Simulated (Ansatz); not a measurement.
**Cl₄H₂SSi₂: a ladder of functionals and wavefunction methods**

How much do the methods differ for Cl₄H₂SSi₂? The plan is to run it at one geometry with functionals of several rungs and with coupled cluster, and see how far each lands from CCSD(T) at the basis-set limit for the atomisation energy.

The runs use Ansatz 0.2.0, Gaussian basis; functionals in def2-TZVPP, the program's frozen cores in correlated methods.

The runs, in order: PBE-D4, r2SCAN-D4, PBE0-D4, B3LYP-D4, ωB97X-V, ωB97M-V, B2PLYP; CCSD(T)/def2-TZVPP; MP2/def2-QZVPP; extrapolation to the limit.

## Step 1: Structure used throughout

The geometry comes from an earlier relaxation with PBE0-D4 in a triple-zeta def2 set; it is a stationary point, not always the lowest conformer.

SMILES `Cl[SiH2]S[Si](Cl)(Cl)Cl`, 9 atoms, charge 0, spin multiplicity 1.

Atoms are counted from 1 here; the program's logs count them from 0.

Bond lengths: Cl1–Si2 2.044 Å, Si2–S3 2.138 Å, Si2–H8 1.475 Å, Si2–H9 1.478 Å, S3–Si4 2.111 Å, Si4–Cl5 2.033 Å, Si4–Cl6 2.027 Å, Si4–Cl7 2.028 Å. Angles: Cl1–Si2–S3 112.6°, Cl1–Si2–H8 108.0°, Cl1–Si2–H9 109.2°, S3–Si2–H8 111.2°, S3–Si2–H9 103.5°, H8–Si2–H9 112.3°, Si2–S3–Si4 102.3°, S3–Si4–Cl5 112.3°, S3–Si4–Cl6 112.0°, S3–Si4–Cl7 106.6°, Cl5–Si4–Cl6 108.0°, Cl5–Si4–Cl7 109.4°, Cl6–Si4–Cl7 108.5°.

## Step 2: PBE-D4 (GGA)

Contents of in.yaml:

```yaml
crystal:
  periodic: [false, false, false]
  atoms:
    - {symbol: Cl, position_ang: [-2.324227, -0.596815, -0.922520]}
    - {symbol: Si, position_ang: [-0.375828, -1.119512, -1.250347]}
    - {symbol: S, position_ang: [0.795864, -1.092729, 0.537970]}
    - {symbol: Si, position_ang: [0.550407, 0.893410, 1.208710]}
    - {symbol: Cl, position_ang: [0.512260, 2.225673, -0.325902]}
    - {symbol: Cl, position_ang: [-1.152230, 1.125745, 2.284623]}
    - {symbol: Cl, position_ang: [2.132900, 1.296915, 2.411498]}
    - {symbol: H, position_ang: [0.177186, -0.200732, -2.263270]}
    - {symbol: H, position_ang: [-0.316342, -2.531956, -1.680761]}
basis:
  gaussian: {orbitals: def2-TZVPP}
hamiltonian: {xc: pbe, dispersion: d4}
output: {forces: true, orbitals: {seedname: orbitals}}
```

The run is started by

```console
> ansatz run in.yaml --threads 2 --pin off --events-out ev --progress --plain --max-ram 22528MiB --backend cuda --devices 0, --max-vram 18GiB
```

Further steps of the session: r2SCAN-D4 (meta-GGA); PBE0-D4 (hybrid); B3LYP-D4 (hybrid); ωB97X-V (range-separated); ωB97M-V (range-separated); B2PLYP (double hybrid); CCSD(T) in def2-TZVPP; MP2 in def2-QZVPP.

Before running them: what should the planned runs give, taken together? Wanted: atomisation energy, CCSD(T)/CBS; farthest; mean size of error, hybrid; mean size of error, range-separated; gap, smallest and largest; T1 diagnostic; triples share of the correlation energy.

The runs gave:

| quantity | value |
| --- | --- |
| atomisation energy, CCSD(T)/CBS | 2919.3 kJ/mol |
| functionals within 14.6 kJ/mol (0.5 %) | PBE0-D4 |
| farthest | B2PLYP (-96.4 kJ/mol) |
| mean size of error, hybrid | 30.9 kJ/mol |
| mean size of error, range-separated | 23.5 kJ/mol |
| gap, smallest and largest | 5.37 eV (PBE-D4), 12.12 eV (ωB97X-V) |
| T1 diagnostic | 0.0099 |
| triples share of the correlation energy | 4.4 % |

**Reading.** PBE-D4 is off by +27.3 kJ/mol. Double hybrids carry the basis error of their MP2 part in triple zeta, and no dispersion term here, so their miss is partly the set-up's. Misses under about 14.6 kJ/mol are within the doubt on the reference itself, which lacks core-valence correlation, relativity and higher excitations. Hartree-Fock recovers 73 % of the binding; the rest is correlation. Orbital gaps span 5.4 to 12.1 eV; exact exchange widens them.
